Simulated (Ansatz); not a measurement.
# Sb: the cost of one run

Method: DFT r2SCAN, scalar-relativistic, plane waves, PAW, in Ansatz 0.2.0.

### 1 The structure to begin with

The structure is cubic, space group Im-3m (No. 229). Conventional cell: a = 3.743 Å, b = 3.743 Å, c = 3.743 Å, α = 90.00°, β = 90.00°, γ = 90.00°. Sb (site symmetry m-3m) has 8 Sb at 3.24 Å as nearest neighbours.

As a file:

```cif
data_structure
_symmetry_space_group_name_H-M 'Im-3m'
_symmetry_Int_Tables_number 229
_cell_length_a 3.7427
_cell_length_b 3.7427
_cell_length_c 3.7427
_cell_angle_alpha 90.000
_cell_angle_beta 90.000
_cell_angle_gamma 90.000
_cell_volume 52.43
loop_
_atom_site_label
_atom_site_type_symbol
_atom_site_symmetry_multiplicity
_atom_site_Wyckoff_symbol
_atom_site_fract_x
_atom_site_fract_y
_atom_site_fract_z
_atom_site_occupancy
Sb1 Sb 2 a 0.00000 0.00000 0.00000 1
```

This is candidate A: structure listed in a database for this formula (Im-3m, No. 229).

(A quick probe on a coarse mesh, which set the mesh and smearing, is not shown.)

### 3 Full relaxation (candidate A)

input.yaml reads:

```yaml
crystal:
  lattice:
    - [-1.8713408863, 1.8713408863, 1.8713408863]
    - [1.8713408863, -1.8713408863, 1.8713408863]
    - [1.8713408863, 1.8713408863, -1.8713408863]
  atoms:
    - { symbol: Sb, position: [0.0, 0.0, 0.0] }
basis:
  ecutwfc: 500
kpoints:
  mp_grid: { grid: [20, 20, 20] }
hamiltonian:
  xc: r2scan
scf:
  occupations: { method: gaussian, width: 0.1 }
output:
  forces: true
  stress: true
  eigenvalues: true
relax:
  adjacent_minimum: "off"
  f_tol: 0.01
  max_steps: 80
  cell: { stress_tol: 0.05 }
```

**Question.** How long does this run take on 1 thread of an x86-64 CPU, shared host, and how much memory does it need?

About 36 s, with a peak of 0.59 GiB.
